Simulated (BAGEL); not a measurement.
**C2H4BFSi (SMILES C#C[SiH2]BF) at HF/6-31G(d) (density fitting with qzvpp-jkfit, spherical functions)**

What is the vertical singlet–triplet gap of C2H4BFSi at HF/6-31G* (density fitting with qzvpp-jkfit, spherical functions)? 

The results are computed with BAGEL 1.2.2.

5 further runs of the same task are left out: 3 that didn't finish, 2 set aside as unsound or not needed.

## 1. The structure to begin with

The species is C2H4BFSi (9 atoms), meant as a singlet with charge 0. SMILES: `C#C[SiH2]BF`. The coordinates come from a GFN2-xTB relaxation. This is one conformer, not always the lowest.

Bond lengths: C1–C2 1.203 Å, C2–Si3 1.857 Å, Si3–B4 1.980 Å, B4–F5 1.315 Å, C1–H6 1.053 Å, Si3–H7 1.474 Å, Si3–H8 1.473 Å, B4–H9 1.181 Å. Some angles: C1–C2–Si3 178.0°, C2–Si3–B4 109.9°, Si3–B4–F5 120.0°, C2–C1–H6 178.7°, C2–Si3–H7 105.5°, C2–Si3–H8 105.3°, B4–Si3–H7 114.0°, B4–Si3–H8 114.6°, Si3–B4–H9 126.3°, F5–B4–H9 113.7°.

## 2. A single-point energy at HF/6-31G(d) (density fitting with qzvpp-jkfit, spherical functions)

input.json

```json
{ "bagel": [

{
  "title": "molecule",
  "basis": "6-31gs.json",
  "df_basis": "qzvpp-jkfit",
  "angstrom": true,
  "geometry": [
    { "atom": "C", "xyz": [      -1.185180,       1.450590,       1.616630 ] },
    { "atom": "C", "xyz": [      -0.573450,       0.562470,       1.083680 ] },
    { "atom": "Si", "xyz": [       0.384770,      -0.768240,       0.212960 ] },
    { "atom": "B", "xyz": [       0.622910,      -0.288140,      -1.692960 ] },
    { "atom": "F", "xyz": [      -0.428090,      -0.126020,      -2.466990 ] },
    { "atom": "H", "xyz": [      -1.732370,       2.212000,       2.095500 ] },
    { "atom": "H", "xyz": [      -0.379720,      -2.010490,       0.428350 ] },
    { "atom": "H", "xyz": [       1.639540,      -0.904290,       0.972840 ] },
    { "atom": "H", "xyz": [       1.651590,      -0.127870,      -2.250000 ] }
  ]
},

{
  "title": "hf"
},

{
  "title": "print",
  "file": "orbitals.molden",
  "orbitals": true
}

]}
```

The basis set 6-31G* is read from a file made from the Basis Set Exchange's data (not shown).

Launch:

```
$ BAGEL_NUM_THREADS=1 BAGEL input.json > input.out
```

What it wrote:

```text
* using 1 threads per process

  ===============================================================
  ===============================================================

  *** Geometry ***

  { "atom" : "C", "xyz" : [     -2.239666,      2.741218,      3.054988 ] },
  { "atom" : "C", "xyz" : [     -1.083663,      1.062914,      2.047858 ] },
  { "atom" : "Si", "xyz" : [      0.727110,     -1.451763,      0.402436 ] },
  { "atom" : "B", "xyz" : [      1.177129,     -0.544506,     -3.199231 ] },
  { "atom" : "F", "xyz" : [     -0.808973,     -0.238143,     -4.661935 ] },
  { "atom" : "H", "xyz" : [     -3.273705,      4.180074,      3.959921 ] },
  { "atom" : "H", "xyz" : [     -0.717567,     -3.799275,      0.809464 ] },
  { "atom" : "H", "xyz" : [      3.098282,     -1.708860,      1.838401 ] },
  { "atom" : "H", "xyz" : [      3.121053,     -0.241639,     -4.251884 ] },

  Number of auxiliary basis functions:      502

  Since a DF basis is specified, we compute 2- and 3-index integrals:
    o Being stored without compression. Storage requirement is 0.027 GB

  Number of basis functions:       82
  Number of electrons      :       44

    * METHOD: MOLECULE                             0.22

  *** RHF ***

  === Nuclear Repulsion ===
   173.0412812961

      * DIIS with orbital gradients will be used.

  === RHF iteration (6-31gs.json) ===
      0       -490.89006543          0.01863387           0.05
      1       -491.02575196          0.01043711           0.05
      2       -491.07144928          0.00189410           0.05
      3       -491.07364827          0.00052649           0.05
      4       -491.07379451          0.00012161           0.05
      5       -491.07380349          0.00005856           0.05
      6       -491.07380545          0.00001593           0.05
      7       -491.07380577          0.00000402           0.05
      8       -491.07380580          0.00000191           0.05
      9       -491.07380580          0.00000111           0.05
     10       -491.07380580          0.00000039           0.05
     11       -491.07380580          0.00000019           0.05
     12       -491.07380580          0.00000010           0.05
     13       -491.07380580          0.00000006           0.05
     14       -491.07380581          0.00000002           0.05
     15       -491.07380580          0.00000001           0.05
    * SCF iteration converged.

    * Permanent dipole moment:
           (   -0.217522,    -0.063483,    -0.053903) a.u.

    * METHOD: HF                                   0.99

    * METHOD: PRINT                                0.01

  ===============================================================
```

It took 1.4 s on 1 thread of Arm Neoverse V2, shared host; peak memory 0.12 GiB.

## 3. The triplet

calc.json

```json
{ "bagel": [

{
  "title": "molecule",
  "basis": "6-31gs.json",
  "df_basis": "qzvpp-jkfit",
  "angstrom": "true",
  "geometry": [
    { "atom": "C", "xyz": [   -1.185180,    1.450590,    1.616630 ] },
    { "atom": "C", "xyz": [   -0.573450,    0.562470,    1.083680 ] },
    { "atom": "Si", "xyz": [    0.384770,   -0.768240,    0.212960 ] },
    { "atom": "B", "xyz": [    0.622910,   -0.288140,   -1.692960 ] },
    { "atom": "F", "xyz": [   -0.428090,   -0.126020,   -2.466990 ] },
    { "atom": "H", "xyz": [   -1.732370,    2.212000,    2.095500 ] },
    { "atom": "H", "xyz": [   -0.379720,   -2.010490,    0.428350 ] },
    { "atom": "H", "xyz": [    1.639540,   -0.904290,    0.972840 ] },
    { "atom": "H", "xyz": [    1.651590,   -0.127870,   -2.250000 ] }
  ]
},
{
  "title": "uhf",
  "nopen": 2
},
{
  "title": "print",
  "file": "orbitals.molden",
  "orbitals": "true"
}

]}
```

The basis set 6-31G* is read from a file made from the Basis Set Exchange's data (not shown).

Launch:

```
$ BAGEL_NUM_THREADS=1 BAGEL calc.json > calc.out
```

What it wrote:

```text
* using 1 threads per process

  ===============================================================
  ===============================================================

  *** Geometry ***

  { "atom" : "C", "xyz" : [     -2.239666,      2.741218,      3.054988 ] },
  { "atom" : "C", "xyz" : [     -1.083663,      1.062914,      2.047858 ] },
  { "atom" : "Si", "xyz" : [      0.727110,     -1.451763,      0.402436 ] },
  { "atom" : "B", "xyz" : [      1.177129,     -0.544506,     -3.199231 ] },
  { "atom" : "F", "xyz" : [     -0.808973,     -0.238143,     -4.661935 ] },
  { "atom" : "H", "xyz" : [     -3.273705,      4.180074,      3.959921 ] },
  { "atom" : "H", "xyz" : [     -0.717567,     -3.799275,      0.809464 ] },
  { "atom" : "H", "xyz" : [      3.098282,     -1.708860,      1.838401 ] },
  { "atom" : "H", "xyz" : [      3.121053,     -0.241639,     -4.251884 ] },

  Number of auxiliary basis functions:      502

  Since a DF basis is specified, we compute 2- and 3-index integrals:
    o Being stored without compression. Storage requirement is 0.027 GB

  Number of basis functions:       82
  Number of electrons      :       44

    * METHOD: MOLECULE                             0.22

  *** Open-shell HF ***

  === Nuclear Repulsion ===
   173.0412812961

      * DIIS with orbital gradients will be used.

  === UHF iteration (6-31gs.json) ===
      0       -490.70680458          0.03601486           0.11
      1       -490.84903644          0.02144961           0.11
      2       -490.88928148          0.01325726           0.11
      3       -490.91096641          0.00196603           0.11
      4       -490.91333172          0.00118012           0.11
      5       -490.91421330          0.00060012           0.11
      6       -490.91458988          0.00030591           0.11
      7       -490.91467509          0.00014584           0.11
      8       -490.91471385          0.00007779           0.11
      9       -490.91473994          0.00004839           0.11
[... 19 lines of this table left out ...]
     29       -490.91487453          0.00000002           0.11
     30       -490.91487453          0.00000001           0.11
     31       -490.91487453          0.00000001           0.11
     32       -490.91487453          0.00000001           0.11
    * SCF iteration converged.

    * S^2 (UHF) is 2.0622

    * Permanent dipole moment:
           (   -0.074999,    -0.065636,    -0.898621) a.u.

    * METHOD: UHF                                  3.76

    * METHOD: PRINT                                0.01

  ===============================================================
```

Run time: 4.2 s. Hardware: 1 thread of Arm Neoverse V2, shared host; peak memory 0.12 GiB.

## 4. Summary of results

At HF/6-31G* (density fitting with qzvpp-jkfit, spherical functions):

| quantity | value |
| --- | --- |
| singlet: total energy | -491.07381 Eh |
| singlet: dipole moment | 0.59 D |
| singlet: HOMO energy | -10.52 eV |
| singlet: LUMO energy | 1.96 eV |
| singlet: HOMO–LUMO gap | 12.48 eV |
| triplet: total energy | -490.91487 Eh |
| triplet: dipole moment | 2.30 D |
| triplet: ⟨S²⟩ | 2.062 |
| vertical energy of the triplet above the singlet | 4.325 eV |

In words: At this shape the triplet lies 4.32 eV (417 kJ/mol) above the singlet.
